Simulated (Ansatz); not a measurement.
# C₃H₅F₃O: small, medium and large basis sets

One table from this session's results is given with a row withheld; the runs are named, their logs left out.

Program: Ansatz 0.2.0, Gaussian basis. Level of theory: one geometry, several basis sets. These are calculated values, not measurements.

The runs, in order: PBE0-D4/def2-SVP; ωB97M-V/def2-SVP; PBE0-D4/def2-QZVPP; ωB97M-V/def2-QZVPP; the functionals' def2-TZVPP values are taken from earlier runs.

### The geometry

An earlier PBE0-D4 in a triple-zeta def2 set relaxation fixed the geometry.

SMILES `CC(F)OC(F)F`, 12 atoms, charge 0, spin multiplicity 1.

Atoms are counted from 1 here; the program's logs count them from 0.

Bond lengths: C1–C2 1.497 Å, C1–H8 1.090 Å, C1–H9 1.091 Å, C1–H10 1.090 Å, C2–F3 1.382 Å, C2–O4 1.394 Å, C2–H11 1.095 Å, O4–C5 1.365 Å, C5–F6 1.333 Å, C5–F7 1.356 Å, C5–H12 1.094 Å. Angles: C2–C1–H8 109.6°, C2–C1–H9 109.5°, C2–C1–H10 109.9°, H8–C1–H9 109.4°, H8–C1–H10 109.2°, H9–C1–H10 109.2°, C1–C2–F3 109.9°, C1–C2–O4 108.6°, C1–C2–H11 113.0°, F3–C2–O4 108.6°, F3–C2–H11 106.2°, O4–C2–H11 110.4°, C2–O4–C5 115.2°, O4–C5–F6 106.9°, O4–C5–F7 110.3°, O4–C5–H12 113.5°, F6–C5–F7 107.7°, F6–C5–H12 110.1° and more.

The first run:

File in.yaml:

```yaml
crystal:
  periodic: [false, false, false]
  atoms:
    - {symbol: C, position_ang: [0.477726, -1.552482, 0.786147]}
    - {symbol: C, position_ang: [0.281411, -0.469419, -0.227753]}
    - {symbol: F, position_ang: [-0.343026, -0.982896, -1.348199]}
    - {symbol: O, position_ang: [-0.537068, 0.514107, 0.325835]}
    - {symbol: C, position_ang: [-0.640464, 1.663521, -0.402997]}
    - {symbol: F, position_ang: [-1.604416, 2.393356, 0.159047]}
    - {symbol: F, position_ang: [0.512035, 2.373576, -0.328535]}
    - {symbol: H, position_ang: [1.067887, -2.358919, 0.351307]}
    - {symbol: H, position_ang: [-0.492885, -1.940611, 1.097531]}
    - {symbol: H, position_ang: [0.999954, -1.154582, 1.656549]}
    - {symbol: H, position_ang: [1.223350, -0.032097, -0.575774]}
    - {symbol: H, position_ang: [-0.867607, 1.491348, -1.459160]}
basis:
  gaussian: {orbitals: def2-SVP}
hamiltonian: {xc: pbe0, dispersion: d4}
output: {orbitals: {seedname: orbitals}}
```

Run with:

```console
$ ansatz run in.yaml --threads 4 --pin off --events-out ev --progress --plain --max-ram 11315MiB
```

Steps of the session up to this table: PBE0-D4 in def2-SVP; ωB97M-V in def2-SVP; PBE0-D4 in def2-QZVPP; ωB97M-V in def2-QZVPP.

One of the session's tables, all rows but one given; the rest of the session is left out.

It belongs to the step «Functionals by basis». 

| functional | basis | HOMO (eV) | LUMO (eV) |
| --- | --- | --- | --- |
| PBE0-D4 | def2-SVP | -9.56 | 2.04 |
| PBE0-D4 | def2-TZVPP | ? | ? |
| PBE0-D4 | def2-QZVPP | -9.72 | 0.84 |
| ωB97M-V | def2-SVP | -11.99 | 3.71 |
| ωB97M-V | def2-TZVPP | -12.13 | 2.83 |
| ωB97M-V | def2-QZVPP | -12.17 | 1.95 |

**Question.** Estimate the row for PBE0-D4, def2-TZVPP.

As computed: HOMO (eV): -9.68; LUMO (eV): 1.42. In the column «HOMO (eV)» it lies between PBE0-D4, def2-QZVPP (-9.72) and PBE0-D4, def2-SVP (-9.56).
